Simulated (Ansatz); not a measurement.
**C₃H₇ClSi: a ladder of functionals and wavefunction methods**

The task here is to estimate one member of a computed series from the others.

Method: functionals in def2-TZVPP, the program's frozen cores in correlated methods; program: Ansatz 0.2.0, Gaussian basis.

The runs, in order: PBE-D4, r2SCAN-D4, PBE0-D4, B3LYP-D4, ωB97X-V, ωB97M-V, B2PLYP; CCSD(T)/def2-TZVPP; MP2/def2-QZVPP; extrapolation to the limit.

### The geometry

All runs share one geometry, relaxed beforehand with PBE0-D4 in a triple-zeta def2 set.

SMILES `CC1(Cl)C[SiH2]1`, 12 atoms, charge 0, spin multiplicity 1.

Atoms are counted from 1 here; the program's logs count them from 0.

Bond lengths: C1–C2 1.502 Å, C1–H6 1.095 Å, C1–H7 1.091 Å, C1–H8 1.094 Å, C2–Cl3 1.777 Å, C2–C4 1.535 Å, C2–Si5 1.861 Å, C4–Si5 1.854 Å, C4–H9 1.085 Å, C4–H10 1.087 Å, Si5–H11 1.479 Å, Si5–H12 1.475 Å. Angles: C2–C1–H6 110.6°, C2–C1–H7 111.2°, C2–C1–H8 110.1°, H6–C1–H7 108.6°, H6–C1–H8 108.1°, H7–C1–H8 108.1°, C1–C2–Cl3 112.1°, C1–C2–C4 117.2°, C1–C2–Si5 123.0°, Cl3–C2–C4 113.8°, Cl3–C2–Si5 117.5°, C4–C2–Si5 65.4°, C2–C4–Si5 65.8°, C2–C4–H9 115.9°, C2–C4–H10 115.2°, Si5–C4–H9 118.0°, Si5–C4–H10 120.7°, H9–C4–H10 113.1° and more.

The first run:

in.yaml reads:

```yaml
crystal:
  periodic: [false, false, false]
  atoms:
    - {symbol: C, position_ang: [-0.863384, -0.153687, 1.267596]}
    - {symbol: C, position_ang: [0.350436, -0.095382, 0.385441]}
    - {symbol: Cl, position_ang: [1.858422, -0.238670, 1.314631]}
    - {symbol: C, position_ang: [0.386870, 1.002832, -0.687027]}
    - {symbol: Si, position_ang: [0.359523, -0.722082, -1.367174]}
    - {symbol: H, position_ang: [-0.865226, 0.680970, 1.976153]}
    - {symbol: H, position_ang: [-0.896790, -1.087855, 1.829926]}
    - {symbol: H, position_ang: [-1.772174, -0.088731, 0.662664]}
    - {symbol: H, position_ang: [1.312941, 1.563279, -0.759035]}
    - {symbol: H, position_ang: [-0.497352, 1.632444, -0.734224]}
    - {symbol: H, position_ang: [-0.898315, -1.256100, -1.933286]}
    - {symbol: H, position_ang: [1.602046, -1.292116, -1.921764]}
basis:
  gaussian: {orbitals: def2-TZVPP}
hamiltonian: {xc: pbe, dispersion: d4}
output: {forces: true, orbitals: {seedname: orbitals}}
```

The run is started by

```sh
$ ansatz run in.yaml --threads 4 --pin off --events-out ev --progress --plain --max-ram 10444MiB
```

Steps of the session up to this table: PBE-D4 (GGA); r2SCAN-D4 (meta-GGA); PBE0-D4 (hybrid); B3LYP-D4 (hybrid); ωB97X-V (range-separated); ωB97M-V (range-separated); B2PLYP (double hybrid); CCSD(T) in def2-TZVPP; MP2 in def2-QZVPP.

One table of the session follows, with a row left open; its other results are not shown here.

```
            method  atomisation energy (kJ/mol)
            PBE-D4                       4436.6
         r2SCAN-D4                            ?
           PBE0-D4                       4383.3
          B3LYP-D4                       4340.6
           ωB97X-V                       4369.3
           ωB97M-V                       4368.7
            B2PLYP                       4294.3
     HF/def2-TZVPP                       3210.2
    MP2/def2-TZVPP                       4303.0
   CCSD/def2-TZVPP                       4176.4
CCSD(T)/def2-TZVPP                       4241.5
           MP2/CBS                       4411.5
       CCSD(T)/CBS                       4350.0
```

**Question.** Estimate the row for r2SCAN-D4.

The run gave: atomisation energy (kJ/mol): 4372.0. In the column «atomisation energy (kJ/mol)» it lies between ωB97X-V (4369.3) and PBE0-D4 (4383.3).

To keep in mind: Free atoms (3 C, 1 Cl, 1 Si, 7 H) were run apart at each level; the atomisation energy is their sum less the molecule, without zero-point or spin-orbit terms.
